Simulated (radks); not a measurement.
# La³⁺ in [Xe]: an all-electron calculation

Aim: the levels, the sizes of the orbitals and the parts of the energy of the lanthanum ion La3+.

Program: radks (a radial shooting solver on a logarithmic mesh, Libxc functionals) version 1. Level of theory: Dirac Kohn-Sham, SOGGA, spin-unpolarised, spherical densities, finite nucleus. These are calculated values, not measurements, unless marked.

### Step 1. The system

| Item | Value |
| --- | --- |
| element | lanthanum (Z = 57) |
| charge | +3 |
| electrons | 54 |
| configuration | [Xe] |
| nuclear rms radius | 4.855 fm |

The outer shells:

La³⁺
```
[Kr] core
4d [↑↓][↑↓][↑↓][↑↓][↑↓]
5s [↑↓]
5p [↑↓][↑↓][↑↓]
```

### Step 2. Self-consistent calculation

Settings of this run:

```text
Z 57
configuration [Xe] 6s0 4f0 5d0 6p0
relativity Dirac
functional sogga,pbe
spin unpolarised
j_filling average
nucleus finite rms 4.855 fm
c 137.035999084
```

Started as:

```
> python run_ks.py task.json out
```

The same process makes all the runs of this session.

What does the calculation give?

**Answer**, as computed:

| quantity | value |
| --- | --- |
| total energy | -8492.1180 hartree |
| exchange-correlation share of it | 2.35 % |
| −T/E | 1.0700 |
| highest occupied level | 5p3/2, -43.845 eV |
| most extended occupied level | 5p3/2, <r> = 1.78 bohr |
| radius at density 0.001 e/bohr³ | 3.50 bohr |
| maxima of the radial density | 4 |
| ionisation energy, NIST | 50.0 (semi-emp.) eV |

What this shows: The radial density shows 4 maxima for 5 occupied principal shells; where shells overlap, one shows as a shoulder or not at all. Relativity lifts −T/E to 1.070. The top level binds by 43.845 eV, 88 % of the NIST ionisation energy of 50.0 eV; the potential of a semilocal functional falls off too fast, so its top eigenvalue is too shallow. 
